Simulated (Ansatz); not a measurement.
I need a ladder of methods at one geometry of ISe. Use Ansatz's Python interface. Level of theory (for the species named): B3LYP, def2-SVP basis, multiplicity 2. The script varies functional: b3lyp, pbe0, cam_b3lyp, r2scan, blyp, lda.

```xyz
2

Se    0.0000    0.0000    0.0000
I     0.0000    0.0000    2.4250
```

Script `ise_methods.py`:
```python
"""One geometry of ISe, method by method."""

from pathlib import Path

import ansatz as az
import numpy as np

GEOMETRY = """
Se    0.00000    0.00000    0.00000
I     0.00000    0.00000    2.42500
"""


def main() -> None:
    molecule = az.Crystal.molecule()
    for line in GEOMETRY.strip().splitlines():
        symbol, *xyz = line.split()
        molecule = molecule.atom(symbol, [float(v) for v in xyz])

    calculation = (
        molecule.calculation()
        .basis(gaussian="def2-SVP")
        .spin("collinear", total=1)
        .scf(lower_state_search="off")
    )

    print("functional    E (Ha)        dipole (D)   HOMO (eV)  LUMO (eV)")
    for name in ["b3lyp", "pbe0", "cam_b3lyp", "r2scan", "blyp", "lda"]:
        rep = calculation.functional(name).forces().orbitals().run(runs_dir="runs").report
        lines = Path(rep["orbitals_path"]).read_text().splitlines()
        field_of = lambda key: [line.split("=")[1].strip() for line in lines if line.startswith(key)]
        orbitals = [(27.211386 * float(e), s, float(n)) for e, s, n in zip(field_of("Ene="), field_of("Spin="), field_of("Occup="))]
        homo = max(e for e, _, n in orbitals if n > 0.5)
        lumo = min(e for e, _, n in orbitals if n < 0.5)
        dipole = 4.803205 * np.linalg.norm(rep["charge_distribution"]["dipole_moment_e_ang"])
        print(f"{name:10s} {rep['free_energy_ev'] / 27.211386246:14.6f} {dipole:9.3f} {homo:11.3f} {lumo:10.3f}")


if __name__ == "__main__":
    main()
```

```console
$ python ise_methods.py
functional    E (Ha)        dipole (D)   HOMO (eV)  LUMO (eV)
b3lyp        -2699.076261     0.649      -6.078     -4.546
pbe0         -2698.676390     0.590      -6.385     -4.345
cam_b3lyp    -2699.069604     0.455      -7.616     -3.228
r2scan       -2699.057347     0.708      -5.494     -5.052
blyp         -2698.933149     0.828      -4.922     -4.985
lda          -2695.103496     0.885      -5.254     -5.449
```

Notes:
- The settings weren't tested for convergence.
- The geometry is a force-field or estimated start, not a minimum of this method, and the basis set is short of its limit. A lower total doesn't mark the better method: functionals have no common bound, and MP2 and coupled cluster aren't variational.
- def2 sets replace the cores of elements past krypton by effective core potentials.
- The species is open-shell (spin multiplicity 2).
- b3lyp holds the VWN-RPA fit, as in Gaussian; the form of ORCA and Turbomole is b3lyp5.
- Levels such as HOMO and LUMO are orbital energies: with these approximate functionals they aren't the ionisation energy and electron affinity, and their gap isn't the fundamental gap.
- The spin state was assumed, and another may lie lower.
- Hardware and time: 13 s on 1 thread of Arm Neoverse V1, with other jobs on the host, peak memory 0.2 GiB.
